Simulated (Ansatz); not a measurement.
# FGeH3: the cost of one run

Method: RKS BHLYP/def2-SVP, in Ansatz 0.2.0.

**1. The starting structure**

Bond lengths: Ge1–H2 1.550 Å, Ge1–H3 1.550 Å, Ge1–H4 1.549 Å, Ge1–F5 1.679 Å. Angles: H2–Ge1–H3 109.5°, H2–Ge1–H4 109.5°, H2–Ge1–F5 109.5°, H3–Ge1–H4 109.5°, H3–Ge1–F5 109.5°, H4–Ge1–F5 109.5°.

Structure file:

```xyz
5

Ge    0.0000    0.0000    0.0000
H     0.0000    0.0000    1.5500
H     1.4616    0.0000   -0.5162
H    -0.7300    1.2648   -0.5162
F    -0.7913   -1.3709   -0.5594
```

**2. Preparing the start**

File input.yaml:

```yaml
crystal:
  periodic: [false, false, false]
  atoms:
    - { symbol: Ge, position_ang: [0.0, 0.0, 0.0] }
    - { symbol: H, position_ang: [0.0, 0.0, 1.55] }
    - { symbol: H, position_ang: [1.4616, 0.0, -0.5162] }
    - { symbol: H, position_ang: [-0.73, 1.2648, -0.5162] }
    - { symbol: F, position_ang: [-0.7913, -1.3709, -0.5594] }
basis:
  gaussian: { orbitals: def2-SVP }
hamiltonian:
  xc: { name: BHLYP }
relax:
  f_tol: 0.02
  max_steps: 40
```

Command:

```console
> ansatz run input.yaml --threads 1 --pin off --max-ram 2048MiB --backend cpu --events-out ev --progress --plain --runs-dir out
```

What time and memory should one allow on 1 thread of Arm Neoverse V2, shared host?

About 6.3 s, with a peak of 0.11 GiB.
